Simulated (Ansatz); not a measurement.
# CBrSi− (SMILES [Si-]#CBr): one structure at several levels

One table from this session's results is given with a row withheld; the runs are named, their logs left out.

The runs use Ansatz 0.2.0, Gaussian basis; single points in def2-TZVPPD.

Correlated methods freeze the cores. Filled d shells of the heavier atoms are correlated. B3LYP uses VWN-RPA correlation.

### Where the work starts

SMILES `[Si-]#CBr`, 3 atoms, charge -1, spin multiplicity 1.

Atoms are counted from 1 here; the program's logs count them from 0.

Bond lengths: Si1–C2 1.570 Å, C2–Br3 2.136 Å. Angles: Si1–C2–Br3 178.1°.

Coordinates:

```
Si    1.2833    0.8814    0.7933
C     0.1232    0.0778    0.1064
Br   -1.5013   -0.9798   -0.7911
```

The first run:

run/in.yaml

```yaml
crystal:
  periodic: [false, false, false]
  atoms:
    - {symbol: Si, position_ang: [1.283300, 0.881400, 0.793300]}
    - {symbol: C, position_ang: [0.123200, 0.077800, 0.106400]}
    - {symbol: Br, position_ang: [-1.501300, -0.979800, -0.791100]}
basis:
  gaussian: {orbitals: "def2-TZVPPD.json"}
total_charge: -1
correlation: {method: ccsd_t}
output: {forces: true}
```

The basis file named in the input lies beside it (Basis Set Exchange, JSON).

No record of the launch command was kept for these runs.

Among the steps run: CCSD(T)/def2-TZVPPD; PBE0-D4/def2-TZVPPD; wB97M-V/def2-TZVPPD; r2SCAN-D4/def2-TZVPPD; PBE-D4/def2-TZVPPD; wB97X-V/def2-TZVPPD; B3LYP-D4/def2-TZVPPD.

One of the session's tables, all rows but one given; the rest of the session is left out.

```
   method  RMS force component (eV/Å)  angle to CCSD(T) forces (°)
  CCSD(T)                       2.801                    reference
  PBE0-D4                       2.498                          5.4
  wB97M-V                       2.359                          7.0
r2SCAN-D4                       2.509                          2.1
   PBE-D4                           ?                            ?
  wB97X-V                       2.365                          8.8
 B3LYP-D4                       2.381                          2.5
```

Q: Estimate the row for PBE-D4 from the others.

The run gave: RMS force component (eV/Å): 2.644; angle to CCSD(T) forces (°): 0.6. In the column «RMS force component (eV/Å)» it lies between r2SCAN-D4 (2.509) and CCSD(T) (2.801).
